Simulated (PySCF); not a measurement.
# H8N2SiSn: the cost of one run

Computed with PySCF 2.14.0 and routines of our own; the level stands in each step. Atoms count from 0.

## (1) The starting structure

12 atoms, charge 0, multiplicity 1; geometry from: GFN2-xTB.

## (2) Geometry optimisation at PBE0-D3(BJ)/def2-SVP

What the job is given:

```
{"job": {"xc": "PBE0", "basis": "def2-SVP", "d3": "d3bj", "grid": 1, "maxiter": 30, "shake": 0.01, "kind": "geom"}, "charge": 0, "multiplicity": 1}
Si    -1.988660    -0.027090     0.284790
N     -0.784310    -0.052610    -0.926370
N      0.452830    -0.663490    -0.758950
Sn     2.073540     0.221720     0.259120
H     -3.120270     0.631450    -0.421910
H     -2.224080    -1.399070     0.639310
H     -1.615280     0.732300     1.496930
H     -0.666970     0.727840    -1.573330
H      0.293350    -1.586880    -0.370850
H      2.398610     1.583380    -0.620110
H      3.257480    -0.899330     0.078020
H      1.963440     0.703510     1.904330
```

Run with:

```
OMP_NUM_THREADS=1 python heavy_run.py task.json out
```

One launch serves the whole session: the jobs run in the order shown.

Q: Estimate the wall time and peak memory of this first job on 1 thread of Arm Neoverse V2, shared host.

About 94 s, with a peak of 0.48 GiB.
